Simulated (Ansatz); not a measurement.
# Mo6C: the cost of one run

Method: DFT PBEsol, scalar-relativistic, plane waves, PAW, in Ansatz 0.2.0.

The COD entry's cell or inner coordinates are ideal or old and differ from later refinements, so a difference from it is no clean test against experiment.

8 further runs of the same task are left out: 8 set aside as unsound or not needed. Runs told in other sessions of the task aren't counted.

## Step 1: The starting structure

The structure is triclinic, space group P1 (No. 1). Conventional cell: a = 4.426 Å, b = 4.426 Å, c = 19.725 Å, α = 90.00°, β = 90.00°, γ = 120.00°. Around Mo (site symmetry 1) lie 4 Mo at 2.64 to 2.71 Å. Mo (site symmetry 1) is surrounded by 7 Mo at 2.54 to 2.71 Å. Around Mo (site symmetry 1) lie 7 Mo at 2.42 to 2.71 Å. Mo (site symmetry 1) is surrounded by 13 Mo at 2.64 to 3.09 Å. Around Mo (site symmetry 1) lie 7 Mo at 2.54 to 2.68 Å. Mo (site symmetry 1) is surrounded by 1 C at 1.86 Å. Around C (site symmetry 1) lie 1 Mo at 1.86 Å.

As a file:

```
CELL_PARAMETERS angstrom
4.42568 0.00000 0.00000
-2.21284 3.83275 0.00000
0.00000 0.00000 19.72477
ATOMIC_POSITIONS crystal
Mo 0.66667 0.33333 0.20279
Mo 0.33333 0.66667 0.24859
Mo 0.00000 0.00000 0.29439
Mo 0.66667 0.33333 0.33681
Mo 0.33333 0.66667 0.37723
Mo 0.00000 0.00000 0.41698
C 0.00000 0.22222 0.49708
```

This is the geometry of the first run shown, built on a cell relaxed beforehand with the same method.

## Step 2: The scan

Atoms count from 1 in the order of the input.

C is moved over the surface cell; relaxed at each place: the height of the adsorbate's atoms; substrate rigid; the origin of the map has the adsorbate above Mo6.

First coordinate, position of C7 along the first surface vector, from above Mo6: 9 values from 0.000 to 0.889, periodic. Second coordinate, position of C7 along the second surface vector, from above Mo6: 9 values from 0.000 to 0.889, periodic.

Relaxed at each point: the height of the adsorbate's atoms; substrate rigid. Points are written as (first, second).

The two vectors of the plane (Å): (4.426, 0.000, 0.000); (-2.213, 3.833, 0.000).

## Step 3: Point (0/9, 2/9) of the map's two axes

File input.yaml:

```yaml
crystal:
  lattice:
    - [4.4256825775, 0.0, 0.0]
    - [-2.2128412887, 3.8327535412, 0.0]
    - [0.0, 0.0, 19.7247696083]
  atoms:
    - { symbol: Mo, position: [0.6666666667, 0.3333333333, 0.2027907083] }
    - { symbol: Mo, position: [0.3333333333, 0.6666666667, 0.2485904155] }
    - { symbol: Mo, position: [0.0, 0.0, 0.2943901228] }
    - { symbol: Mo, position: [0.6666666667, 0.3333333333, 0.3368101117] }
    - { symbol: Mo, position: [0.3333333333, 0.6666666667, 0.3772266205] }
    - { symbol: Mo, position: [0.0, 0.0, 0.4169767136] }
    - { symbol: C, position: [0.0, 0.2222222222, 0.4970790434] }
basis:
  ecutwfc: 420
kpoints:
  mp_grid: { grid: [6, 6, 1] }
hamiltonian:
  xc: pbesol
  pseudopotentials: { kind: paw, azcp: { folder: soft_1 } }
scf:
  occupations: { method: gaussian, width: 0.1 }
output:
  forces: true
  eigenvalues: true
relax:
  adjacent_minimum: "off"
  f_tol: 0.025
  max_steps: 16
  constraints: [{ sites: [0, 1, 2, 3, 4, 5] }, { sites: [6], fix: xy }]
efield:
  axis: 3
  dipole_correction: true
  ramp_width: 0.04
```

On the command line:

```bash
$ ansatz run input.yaml --threads 1 --pin off --max-ram 3072MiB --backend cpu --events-out ev --progress --plain --runs-dir out
```

Q: Estimate wall time and peak memory on 1 thread of Intel Xeon Platinum 8259CL at 2.50GHz (Skylake/Cascade Lake), shared host.

About 2.5 min, with a peak of 0.67 GiB.
